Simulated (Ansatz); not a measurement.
# Al20In12As32: the cost of one run

Method: density functional theory in Ansatz 0.2.0, PAW datasets, plane waves.

### 1 The starting cell

64 atoms (20 Al, 12 In, 32 As); a = 11.662 Å, b = 11.662 Å, c = 11.662 Å, α = 90.00°, β = 90.00°, γ = 90.00°. All atoms were shaken off their sites by about 0.02 Å along each axis.

The runs, in order: (2) PBEsol cell relaxation at the single k point (¼, ¼, ¼), on 1 × NVIDIA GB300 Max-Q with 8 threads of Arm Neoverse-V2; (3) HSE06 single point at the single k point (¼, ¼, ¼), on 1 × NVIDIA GB300 Max-Q with 8 threads of Arm Neoverse-V2.

### 2 Relaxing cell and atoms with PBEsol

in.yaml

```yaml
crystal:
  lattice:
    - [11.662259, 0.000000, 0.000000]
    - [0.000000, 11.662259, 0.000000]
    - [0.000000, 0.000000, 11.662259]
  atoms:
    - { symbol: Al, position: [0.999177, 0.001765, 0.001457] }
    - { symbol: Al, position: [0.000231, 0.002325, 0.499178] }
    - { symbol: Al, position: [0.998915, 0.501600, 0.998998] }
    - { symbol: Al, position: [0.499908, 0.498205, 0.996153] }
    - { symbol: Al, position: [0.500546, 0.502771, 0.501984] }
    - { symbol: Al, position: [0.251154, 0.249694, 0.498410] }
    - { symbol: Al, position: [0.252515, 0.751778, 0.994988] }
    - { symbol: Al, position: [0.250590, 0.747927, 0.495136] }
    - { symbol: Al, position: [0.751604, 0.250297, 0.000727] }
    - { symbol: Al, position: [0.747755, 0.751254, 0.501789] }
    - { symbol: Al, position: [0.247992, 0.000293, 0.249317] }
    - { symbol: Al, position: [0.251270, 0.502267, 0.249533] }
    - { symbol: Al, position: [0.249437, 0.496799, 0.751919] }
    - { symbol: Al, position: [0.749778, 0.001798, 0.247353] }
    - { symbol: Al, position: [0.748249, 0.999030, 0.747964] }
    - { symbol: Al, position: [0.998115, 0.247762, 0.248594] }
    - { symbol: Al, position: [0.003589, 0.250389, 0.749891] }
    - { symbol: Al, position: [0.500501, 0.249050, 0.747460] }
    - { symbol: Al, position: [0.497765, 0.751440, 0.250040] }
    - { symbol: Al, position: [0.499198, 0.749026, 0.752391] }
    - { symbol: In, position: [0.000766, 0.497619, 0.496342] }
    - { symbol: In, position: [0.497974, 0.004065, 0.999618] }
    - { symbol: In, position: [0.500353, 0.999715, 0.500160] }
    - { symbol: In, position: [0.248724, 0.252769, 0.998936] }
    - { symbol: In, position: [0.751605, 0.249024, 0.498277] }
    - { symbol: In, position: [0.751108, 0.749773, 0.999872] }
    - { symbol: In, position: [0.251146, 0.002010, 0.748664] }
    - { symbol: In, position: [0.747990, 0.500366, 0.250301] }
    - { symbol: In, position: [0.747721, 0.498933, 0.747017] }
    - { symbol: In, position: [0.000146, 0.750752, 0.250665] }
    - { symbol: In, position: [0.000051, 0.747995, 0.750387] }
    - { symbol: In, position: [0.502545, 0.250191, 0.249489] }
    - { symbol: As, position: [0.125668, 0.126607, 0.125796] }
    - { symbol: As, position: [0.125389, 0.126087, 0.626065] }
    - { symbol: As, position: [0.123104, 0.625503, 0.123300] }
    - { symbol: As, position: [0.126093, 0.624270, 0.627412] }
    - { symbol: As, position: [0.628061, 0.126919, 0.124456] }
    - { symbol: As, position: [0.626490, 0.123720, 0.622544] }
    - { symbol: As, position: [0.626420, 0.623585, 0.125447] }
    - { symbol: As, position: [0.623327, 0.623438, 0.623277] }
    - { symbol: As, position: [0.377289, 0.375020, 0.121950] }
    - { symbol: As, position: [0.373799, 0.374523, 0.629095] }
    - { symbol: As, position: [0.373948, 0.875560, 0.125322] }
    - { symbol: As, position: [0.374205, 0.874898, 0.624265] }
    - { symbol: As, position: [0.873454, 0.374638, 0.128399] }
    - { symbol: As, position: [0.876096, 0.376896, 0.623192] }
    - { symbol: As, position: [0.876488, 0.877057, 0.124474] }
    - { symbol: As, position: [0.873184, 0.872063, 0.629025] }
    - { symbol: As, position: [0.373984, 0.125545, 0.375709] }
    - { symbol: As, position: [0.375692, 0.125706, 0.873722] }
    - { symbol: As, position: [0.376069, 0.626126, 0.375771] }
    - { symbol: As, position: [0.375694, 0.627101, 0.875019] }
    - { symbol: As, position: [0.874909, 0.122908, 0.375877] }
    - { symbol: As, position: [0.875760, 0.125754, 0.873331] }
    - { symbol: As, position: [0.872253, 0.621564, 0.376753] }
    - { symbol: As, position: [0.876804, 0.627964, 0.873595] }
    - { symbol: As, position: [0.126377, 0.373456, 0.374211] }
    - { symbol: As, position: [0.126219, 0.373825, 0.877144] }
    - { symbol: As, position: [0.124918, 0.873113, 0.375596] }
    - { symbol: As, position: [0.125456, 0.872375, 0.874417] }
    - { symbol: As, position: [0.627961, 0.375560, 0.376082] }
    - { symbol: As, position: [0.623981, 0.374728, 0.873648] }
    - { symbol: As, position: [0.627327, 0.874285, 0.372854] }
    - { symbol: As, position: [0.626837, 0.872614, 0.874354] }
  symmetry: { detect: false }
kpoints:
  mp_grid: { grid: [1, 1, 1], shift: [0.25, 0.25, 0.25] }
hamiltonian:
  xc: pbesol
scf:
  occupations: { method: fermi_dirac, width: 0.01 }
relax:
  f_tol: 0.03
  max_steps: 80
  escape_saddle: false
  adjacent_minimum: "off"
  cell: { fix: [shape] }
output:
  forces: true
  eigenvalues: true
  populations: true
```

On the command line:

```console
$ ansatz run in.yaml --threads 8 --pin off --max-ram 118750MiB --runs-dir r --events-out ev --progress --plain --backend cuda --devices 0,
```

Q: Estimate wall time and peak memory on 1 × NVIDIA GB300 Max-Q with 8 threads of Arm Neoverse-V2, shared host.

About 9.9 s, with a peak of 2.2 GiB on the host.
